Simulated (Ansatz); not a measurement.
# CHAlLiSi: the cost of one run

The runs use Ansatz 0.2.0, Gaussian basis; PBE-D4/def2-mTZVP, unrestricted.

1 further run of the same task is left out (it didn't finish).

**1. The starting structure**

The start, displaced at random: 5 atoms, charge 0, spin multiplicity 2.

Atoms are counted from 1 here; the program's logs count them from 0.

Bond lengths: Li1–Al2 2.490 Å, Al2–C3 2.085 Å, C3–Si4 1.647 Å, Si4–H5 1.379 Å. Angles: Li1–Al2–C3 170.4°, Al2–C3–Si4 132.3°, C3–Si4–H5 164.6°.

Coordinates:

```xyz
5
CHAlLiSi
Li   -2.64947   -2.89643    0.73100
Al   -1.30211   -0.86445    0.22730
C    -0.16203    0.87939    0.15342
Si    1.27072    1.23781   -0.57444
H     2.52977    1.71871   -0.86651
```

**2. The relaxation**

run/in.yaml

```yaml
crystal:
  periodic: [false, false, false]
  atoms:
    - {symbol: Li, position_ang: [-2.649472, -2.896429, 0.730998]}
    - {symbol: Al, position_ang: [-1.302110, -0.864455, 0.227303]}
    - {symbol: C, position_ang: [-0.162030, 0.879392, 0.153419]}
    - {symbol: Si, position_ang: [1.270720, 1.237811, -0.574438]}
    - {symbol: H, position_ang: [2.529768, 1.718707, -0.866514]}
basis:
  gaussian: {orbitals: def2-mTZVP}
magnetization: {spin_polarized: true, initial_magnetization: 1}
hamiltonian: {xc: pbe, dispersion: d4}
relax: {f_tol: 0.2, max_steps: 30, max_displacement: 0.5}
```

Started as:

```
$ ansatz run in.yaml --threads 2 --pin off --events-out ev --progress --plain --max-ram 3481MiB
```

Q: Estimate wall time and peak memory on 2 threads of Intel Xeon Platinum 8488C, shared host.

About 12 s, with a peak of 0.21 GiB.
